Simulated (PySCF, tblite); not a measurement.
# C4HF6P: geometry, infrared bands and NMR shifts

Aim: predict the infrared bands and NMR shifts of C4HF6P (`FC(F)=C(F)/P=C/C(F)(F)F`).

Computed with tblite 0.8.0 and PySCF 2.14.0, with density-fitted response routines of our own, on a single molecule in the gas phase. Atoms count from 0, in the outputs and in this text.

## (1) Starting geometry

12 atoms, charge 0, multiplicity 1; geometry from: force field or distance geometry start.

Bonds of the start (Å): F0–C1 1.36, C1–F2 1.38, C1–C3 1.33, C3–F4 1.37, C3–P5 1.83, P5–C6 1.65, C6–C7 1.48, C7–F8 1.39, C7–F9 1.39, C7–F10 1.40, C6–H11 1.10.

## (2) Relaxing the molecule with GFN2-xTB

The job: settings as JSON, then the geometry in Å.

```
{"job": {"kind": "relax", "xc": "GFN2-xTB", "basis": "xTB"}, "charge": 0, "multiplicity": 1}
F      2.486100     0.157100    -1.478400
C      2.763300    -0.360000    -0.254600
F      4.071500    -0.456100     0.172600
C      1.739200    -0.760800     0.487000
F      1.861900    -1.306300     1.734300
P      0.054400    -0.587800    -0.196100
C     -1.072300     0.406900     0.492300
C     -2.404000     0.475200    -0.150800
F     -2.331100     0.910600    -1.470700
F     -3.295700     1.311700     0.505300
F     -3.032400    -0.770900    -0.206000
H     -0.839700     0.979800     1.397900
```

Command:

```
$ OMP_NUM_THREADS=1 python probes_run.py task.json out
```

One launch serves the whole session: the jobs run in the order shown.

**Question.** This job is followed by: GFN2-xTB harmonic vibrations, gas phase; GIAO PBE0/pcSseg-1 NMR shielding, non-relativistic, gas phase. What will the session give for the following? strongest single infrared mode (GFN2-xTB); zero-point energy (GFN2-xTB); 13C shifts against TMS (PBE0/pcSseg-1); 1H shifts against TMS (PBE0/pcSseg-1); 19F shifts against CFCl3 (PBE0/pcSseg-1, means over atoms taken as alike); 31P shifts against H3PO4 (PBE0/pcSseg-1).

As calculated:

| quantity | value |
| --- | --- |
| strongest single infrared mode (GFN2-xTB) | 1026 cm⁻¹, 332 km/mol |
| zero-point energy (GFN2-xTB) | 30.0 kcal/mol |
| 13C shifts against TMS (PBE0/pcSseg-1) | 173.3, 172.3, 145.1, 133.7 ppm |
| 1H shifts against TMS (PBE0/pcSseg-1) | 8.61 ppm |
| 19F shifts against CFCl3 (PBE0/pcSseg-1, means over atoms taken as alike) | -76.4, -77.8, -108.8, -185.0 ppm |
| 31P shifts against H3PO4 (PBE0/pcSseg-1) | 262.0 ppm |

In words: Relaxing lowered the energy by 1.050 eV in 110 steps; the close pair that moved most is C1–F2, from 1.380 to 1.315 Å. All 30 modes are real, so the xTB geometry is a minimum. The strongest single mode, at 1026 cm⁻¹, moves mainly C7. GFN2-xTB is a fitted tight-binding method: band positions and strengths are rough. Its intensities can rank the bands wrongly. At PBE0/pcSseg-1: The largest span, 781 ppm, is at P5, where the paramagnetic term is -911 ppm.
